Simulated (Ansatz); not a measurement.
# AlBrH2S2: small, medium and large basis sets

Aim: see how fast density functionals converge with the basis set for AlBrH2S2.

Method: one geometry, several basis sets; program: Ansatz 0.2.0, Gaussian basis.

Levels to be run: PBE0-D4/def2-SVP; ωB97M-V/def2-SVP; PBE0-D4/def2-QZVPP; ωB97M-V/def2-QZVPP; the functionals' def2-TZVPP values are taken from earlier runs.

### 1 The relaxed structure

The geometry comes from an earlier relaxation with PBE0-D4 in a triple-zeta def2 set; it is a stationary point.

SMILES `[SH][Al]([SH])[Br]`, 6 atoms, charge 0, spin multiplicity 1.

Atoms are counted from 1 here; the program's logs count them from 0.

Bond lengths: S1–Al2 2.170 Å, S1–H5 1.345 Å, Al2–S3 2.170 Å, Al2–Br4 2.242 Å, S3–H6 1.345 Å. Angles: Al2–S1–H5 93.5°, S1–Al2–S3 125.0°, S1–Al2–Br4 117.5°, S3–Al2–Br4 117.5°, Al2–S3–H6 93.5°.

### 2 PBE0-D4 in def2-SVP

File in.yaml:

```yaml
crystal:
  periodic: [false, false, false]
  atoms:
    - {symbol: S, position_ang: [-0.446345, 1.321751, -1.353680]}
    - {symbol: Al, position_ang: [0.031451, -0.579098, -0.422563]}
    - {symbol: S, position_ang: [0.439701, -0.861673, 1.689790]}
    - {symbol: Br, position_ang: [0.109260, -2.388641, -1.743432]}
    - {symbol: H, position_ang: [-0.374863, 2.001808, -0.196052]}
    - {symbol: H, position_ang: [0.282896, 0.441754, 1.979936]}
basis:
  gaussian: {orbitals: def2-SVP}
hamiltonian: {xc: pbe0, dispersion: d4}
output: {orbitals: {seedname: orbitals}}
```

After this run come: ωB97M-V in def2-SVP; PBE0-D4 in def2-QZVPP; ωB97M-V in def2-QZVPP.

Before running them: what should the planned runs give, taken together? Wanted: PBE0-D4: double and triple zeta above quadruple; ωB97M-V: double and triple zeta above quadruple.

As calculated:

| quantity | value |
| --- | --- |
| PBE0-D4: double and triple zeta above quadruple | 20.70, 2.29 eV |
| ωB97M-V: double and triple zeta above quadruple | 20.49, 2.20 eV |

PBE0-D4 gains 18.41 eV from double to triple zeta, then 2.29 eV more. These are total energies; as a rule much of such shifts cancels in differences, which this series doesn't test. The LUMO of ωB97M-V is positive and keeps falling with the basis (0.99 to 0.43 eV): an unbound level that the basis holds in place.
